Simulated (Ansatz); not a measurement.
# NiPt3: further runs on the relaxed cell

Aim: for NiPt3, measure the bulk modulus from energies at several volumes.

Computed with Ansatz 0.2.0 (DFT r2SCAN, scalar-relativistic, plane waves, PAW, unless a step's input says otherwise).

1 further run of the same task is left out (set aside as unsound or not needed).

## 1. The starting structure

It takes space group Pm-3m (No. 221, cubic). Conventional cell: a = 3.852 Å, b = 3.852 Å, c = 3.852 Å, α = 90.00°, β = 90.00°, γ = 90.00°. Ni (site symmetry m-3m) has 12 Pt at 2.72 Å as nearest neighbours. Around Pt (site symmetry 4/mmm) lie 4 Ni at 2.72 Å and 8 Pt at 2.72 Å.

Coordinates:

```xyz
4
Lattice="3.8517 0.0000 0.0000 0.0000 3.8517 0.0000 0.0000 0.0000 3.8517" Properties=species:S:1:pos:R:3 pbc="T T T"
Ni    0.0000    0.0000    0.0000
Pt    0.0000    1.9259    1.9259
Pt    1.9259    0.0000    1.9259
Pt    1.9259    1.9259    0.0000
```

It goes back to an entry of the Materials Project, which need not be the stable form.

This cell was relaxed beforehand with the same method: volume 14.29 Å³/atom, gap on the mesh none (metal), site moments up to 1.0 μB.

## 2. Point at V/V0 = 0.97

Input file input.yaml:

```yaml
crystal:
  lattice:
    - [3.8127969415, 0.0, 0.0]
    - [0.0, 3.8127969415, 0.0]
    - [0.0, 0.0, 3.8127969415]
  atoms:
    - { symbol: Ni, position: [0.0, 0.0, 0.0], spin: 1.13 }
    - { symbol: Pt, position: [0.0, 0.5, 0.5], spin: 0.25 }
    - { symbol: Pt, position: [0.5, 0.0, 0.5], spin: 0.25 }
    - { symbol: Pt, position: [0.5, 0.5, 0.0], spin: 0.25 }
basis:
  ecutwfc: 500
kpoints:
  mp_grid: { grid: [12, 12, 12] }
hamiltonian:
  xc: r2scan
scf:
  occupations: { method: gaussian, width: 0.1 }
output:
  forces: true
  stress: true
  eigenvalues: true
  populations: true
magnetization:
  spin_polarized: true
```

Run with:

```console
$ ansatz run input.yaml --threads 1 --pin off --max-ram 2560MiB --backend cpu --events-out ev --progress --plain --runs-dir out
```

## 3. Point at V/V0 = 1.03

input.yaml, as its differences from that of step 2:

```diff
@@ -2,5 +2,5 @@
   lattice:
-    - [3.8127969415, 0.0, 0.0]
-    - [0.0, 3.8127969415, 0.0]
-    - [0.0, 0.0, 3.8127969415]
+    - [3.8898439006, 0.0, 0.0]
+    - [0.0, 3.8898439006, 0.0]
+    - [0.0, 0.0, 3.8898439006]
   atoms:
@@ -23,2 +23,6 @@
   populations: true
+  write_density: true
+  write_potential: true
+  elf: true
+  volumetric_format: npy
 magnetization:
```

## 4. Volume × 0.94

input.yaml, as its differences from that of step 3:

```diff
@@ -2,5 +2,5 @@
   lattice:
-    - [3.8898439006, 0.0, 0.0]
-    - [0.0, 3.8898439006, 0.0]
-    - [0.0, 0.0, 3.8898439006]
+    - [3.7730774182, 0.0, 0.0]
+    - [0.0, 3.7730774182, 0.0]
+    - [0.0, 0.0, 3.7730774182]
   atoms:
@@ -23,6 +23,2 @@
   populations: true
-  write_density: true
-  write_potential: true
-  elf: true
-  volumetric_format: npy
 magnetization:
```

## 5. Point at V/V0 = 1.06

input.yaml, as its differences from that of step 4:

```diff
@@ -2,5 +2,5 @@
   lattice:
-    - [3.7730774182, 0.0, 0.0]
-    - [0.0, 3.7730774182, 0.0]
-    - [0.0, 0.0, 3.7730774182]
+    - [3.9272485404, 0.0, 0.0]
+    - [0.0, 3.9272485404, 0.0]
+    - [0.0, 0.0, 3.9272485404]
   atoms:
```

## 6. The cell scaled to 0.91 of its volume

input.yaml, as its differences from that of step 5:

```diff
@@ -2,5 +2,5 @@
   lattice:
-    - [3.9272485404, 0.0, 0.0]
-    - [0.0, 3.9272485404, 0.0]
-    - [0.0, 0.0, 3.9272485404]
+    - [3.7325035487, 0.0, 0.0]
+    - [0.0, 3.7325035487, 0.0]
+    - [0.0, 0.0, 3.7325035487]
   atoms:
```

## 7. Point at V/V0 = 1.10

input.yaml, as its differences from that of step 6:

```diff
@@ -2,5 +2,5 @@
   lattice:
-    - [3.7325035487, 0.0, 0.0]
-    - [0.0, 3.7325035487, 0.0]
-    - [0.0, 0.0, 3.7325035487]
+    - [3.9760392254, 0.0, 0.0]
+    - [0.0, 3.9760392254, 0.0]
+    - [0.0, 0.0, 3.9760392254]
   atoms:
```

## 8. Point at V/V0 = 0.88

input.yaml, as its differences from that of step 7:

```diff
@@ -2,5 +2,5 @@
   lattice:
-    - [3.9760392254, 0.0, 0.0]
-    - [0.0, 3.9760392254, 0.0]
-    - [0.0, 0.0, 3.9760392254]
+    - [3.6910278541, 0.0, 0.0]
+    - [0.0, 3.6910278541, 0.0]
+    - [0.0, 0.0, 3.6910278541]
   atoms:
```

(Steps that only read results are left out.)

**Question.** What will these runs give? Wanted: equilibrium volume of the fit; bulk modulus.

**Answer**, as computed:

| quantity | value |
| --- | --- |
| equilibrium volume of the fit | 14.28 Å³/atom |
| bulk modulus | 245 GPa |
| its pressure derivative | 5.4 |

**Reading.** The fit puts the minimum at 14.28 Å³/atom with B = 245 GPa and B' = 5.4. The magnetic state reached may not be the lowest one. Spin-orbit coupling is left out for Pt. The small moment in this metal comes from r2SCAN alone, which enlarges such moments; no other functional was run here.
